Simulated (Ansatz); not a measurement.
**BrGaHO radical: up Jacob's ladder to CCSD(T)**

One table from this session's results is given with a row withheld; the runs are named, their logs left out.

Method: functionals in def2-TZVPP, the program's frozen cores in correlated methods; program: Ansatz 0.2.0, Gaussian basis.

The runs, in order: LDA (SPW92), PBE-D4, revPBE-D4, BLYP-D4, r2SCAN-D4, B97M-V, PBE0-D4, B3LYP-D4, r2SCANh-D4, r2SCAN0-D4, HSE06-D4, BHLYP-D4, CAM-B3LYP-D4, LC-ωPBE, ωB97X-V, ωB97M-V, B2PLYP, PBE-QIDH; CCSD(T)/def2-SVP; CCSD(T)/def2-TZVPP; MP2/def2-QZVPP; extrapolation to the limit; RPA on PBE.

### The geometry

The geometry comes from an earlier relaxation with PBE0-D4 in a triple-zeta def2 set; it is a stationary point.

SMILES `[OH][Ga][Br]`, 4 atoms, charge 0, spin multiplicity 2.

Atoms are counted from 1 here; the program's logs count them from 0.

Bond lengths: O1–Ga2 1.795 Å, O1–H4 0.961 Å, Ga2–Br3 2.313 Å. Angles: Ga2–O1–H4 114.2°, O1–Ga2–Br3 116.0°.

Set-up of the first run:

Contents of in.yaml:

```yaml
crystal:
  periodic: [false, false, false]
  atoms:
    - {symbol: O, position_ang: [-0.945443, 0.045527, -0.527805]}
    - {symbol: Ga, position_ang: [0.607604, 0.441609, 0.280225]}
    - {symbol: Br, position_ang: [1.823291, -1.358743, 1.075686]}
    - {symbol: H, position_ang: [-1.429851, 0.811306, -0.848406]}
basis:
  gaussian: {orbitals: def2-TZVPP}
magnetization: {spin_polarized: true, initial_magnetization: 1}
hamiltonian: {xc: lda}
output: {orbitals: {seedname: orbitals}}
```

Among the steps run: LDA; PBE-D4 (GGA); revPBE-D4 (GGA); BLYP-D4 (GGA); r2SCAN-D4 (meta-GGA); B97M-V (meta-GGA); PBE0-D4 (hybrid); B3LYP-D4 (hybrid); r2SCANh-D4 (hybrid); r2SCAN0-D4 (hybrid); HSE06-D4 (hybrid); BHLYP-D4 (hybrid); CAM-B3LYP-D4 (range-separated); LC-ωPBE-D4 (range-separated; the results give it without D4); ωB97X-V (range-separated); ωB97M-V (range-separated); B2PLYP (double hybrid); PBE-QIDH (double hybrid).

One of the session's tables, all rows but one given; the rest of the session is left out.

It belongs to the step «Frontier levels by functional». 

```
  functional  HOMO (eV)  LUMO (eV)  gap (eV)
 LDA (SPW92)      -5.66      -4.88      0.78
      PBE-D4      -5.53      -4.50      1.03
   revPBE-D4      -5.49      -4.35      1.13
     BLYP-D4          ?          ?         ?
   r2SCAN-D4      -5.93      -4.17      1.76
      B97M-V      -5.69      -4.60      1.09
     PBE0-D4      -6.65      -3.63      3.02
    B3LYP-D4      -6.42      -4.05      2.37
  r2SCANh-D4      -6.33      -3.86      2.48
  r2SCAN0-D4      -6.94      -3.40      3.54
    HSE06-D4      -6.26      -4.00      2.26
    BHLYP-D4      -7.60      -2.90      4.70
CAM-B3LYP-D4      -7.88      -2.82      5.06
     LC-ωPBE      -9.20      -1.38      7.83
     ωB97X-V      -8.74      -1.79      6.95
     ωB97M-V      -8.65      -1.96      6.70
```

**Question.** Estimate the row for BLYP-D4.

Worked estimate for «HOMO (eV)». Against the share of exact exchange, B3LYP-D4 (0.2, -6.42), BHLYP-D4 (0.5, -7.60) give a slope of -3.93 per unit share; at 0 the line stands at -5.63.

**Answer.** HOMO (eV): -5.37; LUMO (eV): -4.55; gap (eV): 0.82. In «HOMO (eV)» the line misses by -0.26.
